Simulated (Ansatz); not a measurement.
# TaO2: the cost of one run

Computed with Ansatz 0.2.0 (DFT PBEsol, scalar-relativistic, plane waves, PAW, unless a step's input says otherwise).

## (1) The structure to begin with

It takes space group P4_2/mnm (No. 136, tetragonal). Conventional cell: a = 4.951 Å, b = 4.951 Å, c = 2.851 Å, α = 90.00°, β = 90.00°, γ = 90.00°. Ta (site symmetry mmm) has 6 O at 2.01 to 2.07 Å as nearest neighbours. Around O (site symmetry m2m) lie 3 Ta at 2.01 to 2.07 Å.

Structure file:

```cif
data_structure
_symmetry_space_group_name_H-M 'P4_2/mnm'
_symmetry_Int_Tables_number 136
_cell_length_a 4.9509
_cell_length_b 4.9509
_cell_length_c 2.8508
_cell_angle_alpha 90.000
_cell_angle_beta 90.000
_cell_angle_gamma 90.000
_cell_volume 69.88
loop_
_atom_site_label
_atom_site_type_symbol
_atom_site_symmetry_multiplicity
_atom_site_Wyckoff_symbol
_atom_site_fract_x
_atom_site_fract_y
_atom_site_fract_z
_atom_site_occupancy
Ta1 Ta 2 b 0.00000 0.00000 0.50000 1
O1 O 4 f 0.71344 0.28656 0.50000 1
```

It goes back to an entry of the Materials Project, which need not be the stable form.

This cell was relaxed beforehand with the same method: volume 11.65 Å³/atom, gap on the mesh none (metal).

## (2) The cell scaled to 0.97 of its volume

input.yaml reads:

```yaml
crystal:
  lattice:
    - [4.9009318165, 0.0, 0.0]
    - [0.0, 4.9009318165, 0.0]
    - [0.0, 0.0, 2.8220259643]
  atoms:
    - { symbol: Ta, position: [0.0, 0.0, 0.5] }
    - { symbol: Ta, position: [0.5, 0.5, 0.0] }
    - { symbol: O, position: [0.7134360097, 0.2865639903, 0.5] }
    - { symbol: O, position: [0.2865639903, 0.7134360097, 0.5] }
    - { symbol: O, position: [0.2134360097, 0.2134360097, 0.0] }
    - { symbol: O, position: [0.7865639903, 0.7865639903, 0.0] }
basis:
  ecutwfc: 420
kpoints:
  mp_grid: { grid: [8, 8, 12] }
hamiltonian:
  xc: pbesol
scf:
  occupations: { method: gaussian, width: 0.1 }
output:
  forces: true
  stress: true
  eigenvalues: true
relax:
  adjacent_minimum: "off"
  f_tol: 0.01
  max_steps: 30
  cell: { stress_tol: 0.1, fix: [volume] }
```

On the command line:

```bash
ansatz run input.yaml --threads 1 --pin off --max-ram 2560MiB --backend cpu --events-out ev --progress --plain --runs-dir out
```

**Question.** How long does this run take on 1 thread of Intel Xeon 6975P-C (Granite Rapids), shared host, and how much memory does it need?

About 31 s, with a peak of 0.5 GiB.
